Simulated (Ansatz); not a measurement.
# HF on TiC (100)

This session takes TiC and sets out to adsorb HF from several starts and take the binding apart.

Computed with Ansatz 0.2.0 (DFT PBE+D3(BJ), scalar-relativistic, plane waves, PAW, unless a step's input says otherwise).

2 further runs of the same task are left out: 2 set aside as unsound or not needed.

**1. Starting point**

It takes space group P4mm (No. 99, tetragonal). The conventional cell has a = 3.034 Å, b = 3.034 Å, c = 22.437 Å, α = 90.00°, β = 90.00°, γ = 90.00°. Ti (site symmetry 4mm) has 5 C at 2.15 Å in its first shell of neighbours. C (site symmetry 4mm) is surrounded by 5 Ti at 2.15 Å. Ti (site symmetry 4mm) is surrounded by 6 C at 2.14 to 2.15 Å. Around C (site symmetry 4mm) lie 6 Ti at 2.12 to 2.15 Å. Ti (site symmetry 4mm) is surrounded by 6 C at 2.12 to 2.22 Å. C (site symmetry 4mm) is surrounded by 6 Ti at 2.08 to 2.15 Å. Ti (site symmetry 4mm) has 5 C at 2.08 to 2.15 Å in its first shell of neighbours. C (site symmetry 4mm) has 5 Ti at 2.15 to 2.22 Å in its first shell of neighbours.

Coordinates:

```cif
data_structure
_symmetry_space_group_name_H-M 'P4mm'
_symmetry_Int_Tables_number 99
_cell_length_a 3.0343
_cell_length_b 3.0343
_cell_length_c 22.4368
_cell_angle_alpha 90.000
_cell_angle_beta 90.000
_cell_angle_gamma 90.000
_cell_volume 206.58
loop_
_atom_site_label
_atom_site_type_symbol
_atom_site_symmetry_multiplicity
_atom_site_Wyckoff_symbol
_atom_site_fract_x
_atom_site_fract_y
_atom_site_fract_z
_atom_site_occupancy
Ti1 Ti 1 b 0.50000 0.50000 0.64344 1
C1 C 1 a 0.00000 0.00000 0.64344 1
Ti2 Ti 1 a 0.00000 0.00000 0.54781 1
C2 C 1 b 0.50000 0.50000 0.54781 1
Ti3 Ti 1 b 0.50000 0.50000 0.45313 1
C3 C 1 a 0.00000 0.00000 0.45237 1
Ti4 Ti 1 a 0.00000 0.00000 0.35976 1
C4 C 1 b 0.50000 0.50000 0.35415 1
```

Planes are indexed in the bulk's conventional cell (Fm-3m (No. 225)), a = 4.291 Å, b = 4.291 Å, c = 4.291 Å, α = 90.00°, β = 90.00°, γ = 90.00°.

This (100) slab, 6.4 Å thick as cut, with 16 Å of vacuum, in a 2×2 surface cell; its outer planes are TiC (top) and TiC (bottom), was relaxed beforehand with its lower half held: -44039.3510 eV, work function 4.56 eV (top face), 4.11 eV (bottom face), dipole along +c -0.092 e·Å per cell.

**2. HF, flat, over a top (C) site**

The input, input.yaml:

```yaml
crystal:
  lattice:
    - [6.0686302234, 0.0, 0.0]
    - [0.0, 6.0686302234, 0.0]
    - [0.0, 0.0, 24.4367543752]
  atoms:
    - { symbol: Ti, position: [0.25, 0.25, 0.3273757176] }
    - { symbol: Ti, position: [0.25, 0.75, 0.3273757176] }
    - { symbol: Ti, position: [0.75, 0.25, 0.3273757176] }
    - { symbol: Ti, position: [0.75, 0.75, 0.3273757176] }
    - { symbol: C, position: [0.5, 0.5, 0.3273757176] }
    - { symbol: C, position: [0.5, 0.0, 0.3273757176] }
    - { symbol: C, position: [0.0, 0.5, 0.3273757176] }
    - { symbol: C, position: [0.0, 0.0, 0.3273757176] }
    - { symbol: Ti, position: [0.5, 0.5, 0.4151772627] }
    - { symbol: Ti, position: [0.5, 0.0, 0.4151772627] }
    - { symbol: Ti, position: [0.0, 0.5, 0.4151772627] }
    - { symbol: Ti, position: [0.0, 0.0, 0.4151772627] }
    - { symbol: C, position: [0.75, 0.75, 0.4151772627] }
    - { symbol: C, position: [0.75, 0.25, 0.4151772627] }
    - { symbol: C, position: [0.25, 0.75, 0.4151772627] }
    - { symbol: C, position: [0.25, 0.25, 0.4151772627] }
    - { symbol: Ti, position: [0.75, 0.75, 0.5021112643] }
    - { symbol: Ti, position: [0.75, 0.25, 0.5021112643] }
    - { symbol: Ti, position: [0.25, 0.75, 0.5021112643] }
    - { symbol: Ti, position: [0.25, 0.25, 0.5021112643] }
    - { symbol: C, position: [0.0, 0.0, 0.5028057408] }
    - { symbol: C, position: [0.0, 0.5, 0.5028057408] }
    - { symbol: C, position: [0.5, 0.0, 0.5028057408] }
    - { symbol: C, position: [0.5, 0.5, 0.5028057408] }
    - { symbol: Ti, position: [0.0, 0.0, 0.5878369229] }
    - { symbol: Ti, position: [0.0, 0.5, 0.5878369229] }
    - { symbol: Ti, position: [0.5, 0.0, 0.5878369229] }
    - { symbol: Ti, position: [0.5, 0.5, 0.5878369229] }
    - { symbol: C, position: [0.25, 0.25, 0.5929898051] }
    - { symbol: C, position: [0.25, 0.75, 0.5929898051] }
    - { symbol: C, position: [0.75, 0.25, 0.5929898051] }
    - { symbol: C, position: [0.75, 0.75, 0.5929898051] }
    - { symbol: F, position: [0.75, 0.75, 0.6928393989] }
    - { symbol: H, position: [0.8727497041, 0.8417454587, 0.6928393989] }
basis:
  ecutwfc: 420
kpoints:
  mp_grid: { grid: [3, 3, 1] }
hamiltonian:
  xc: pbe
  dispersion: d3bj
scf:
  occupations: { method: gaussian, width: 0.1 }
output:
  forces: true
  eigenvalues: true
  write_density: true
  write_potential: true
  elf: true
  volumetric_format: npy
relax:
  adjacent_minimum: "off"
  f_tol: 0.04
  max_steps: 100
  constraints: [{ sites: [0, 1, 2, 3, 4, 5, 6, 7, 8, 9, 10, 11, 12, 13, 14, 15] }]
efield:
  axis: 3
  dipole_correction: true
  ramp_width: 0.04
```

On the command line:

```console
ansatz run input.yaml --threads 4 --pin off --max-ram 10240MiB --backend cpu --events-out ev --progress --plain --runs-dir out
```

The session goes on with these runs: HF, inverted, over a bridge (C-Ti) site; the lowest end once more, with its density; the slab alone, frozen as in the lowest end; the molecules alone, frozen as adsorbed.

Q: Predict the outcome of this session. Wanted: HF: lowest end; interaction of the frozen parts; electrons moved above the midplane.

**Answer**, as computed:

| quantity | value |
| --- | --- |
| HF: lowest end | E_ads -0.51 eV, flat start over top C |
| interaction of the frozen parts | -0.64 eV a cell |
| cost of deforming the slab | 0.04 eV |
| cost of deforming and crowding the molecules | 0.10 eV |
| electrons moved above the midplane | -0.007 |

HF binds with 0.51 eV a molecule at best. In all 0.25 electrons are rearranged, and 0.01 cross the midplane towards the slab. The final runs have no spin polarisation, so a magnetic state may lie lower.
